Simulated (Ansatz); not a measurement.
# WHO (octet): from Hartree-Fock to the top rungs, def2-TZVPP

The task here is to estimate one member of a computed series from the others.

Computed with Ansatz 0.2.0, Gaussian basis. Level: def2-TZVPP, core rule «outside noble gas», up to 5 orbitals frozen.

The runs, in order: UHF; ROHF; CCSD(T) on UHF.

### The system

The geometry is a PBE0/def2-TZVP stationary point (not a proven minimum) of the parent state, kept for this charge and spin. No spin-orbit coupling is included. Elements past krypton take def2 core potentials.

3 atoms, charge 0, spin multiplicity 8.

Atoms are counted from 1 here; the program's logs count them from 0.

Bond lengths: W1–O2 1.971 Å, W1–H3 1.725 Å. Angles: O2–W1–H3 121.7°.

Coordinates:

```xyz
3
charge 0, multiplicity 8
W     0.0000   -0.0163    0.1518
O     0.0000    0.0989   -1.8159
H     0.0000    1.3964    1.1410
```

Set-up of the first run:

The input, in.yaml:

```yaml
crystal:
  periodic: [false, false, false]
  atoms:
    - {symbol: W, position_ang: [0.000000, -0.016260, 0.151778]}
    - {symbol: O, position_ang: [0.000000, 0.098866, -1.815880]}
    - {symbol: H, position_ang: [0.000000, 1.396412, 1.141010]}
basis:
  gaussian: {orbitals: def2-TZVPP}
magnetization: {spin_polarized: true, initial_magnetization: 7}
hamiltonian: {xc: hf}
output: {orbitals: {seedname: orbitals}}
```

On the command line:

```sh
> ansatz run in.yaml --threads 1 --pin off --events-out ev --progress --plain --max-ram 2560MiB --backend cpu
```

Among the steps run: UHF; ROHF; CCSD(T) on UHF.

One of the session's tables, all rows but one given; the rest of the session is left out.

| method | from UCCSD(T) (meV) |
| --- | --- |
| ROHF | +8913.4 |
| UHF | +8666.9 |
| UMP2 | ? |
| UCCSD | +325.5 |
| UCCSD(T) | 0 |

**Question.** Estimate the row for UMP2.

**Answer.** from UCCSD(T) (meV): +858.6. In the column «from UCCSD(T) (meV)» it lies between UCCSD (+325.5) and UHF (+8666.9).
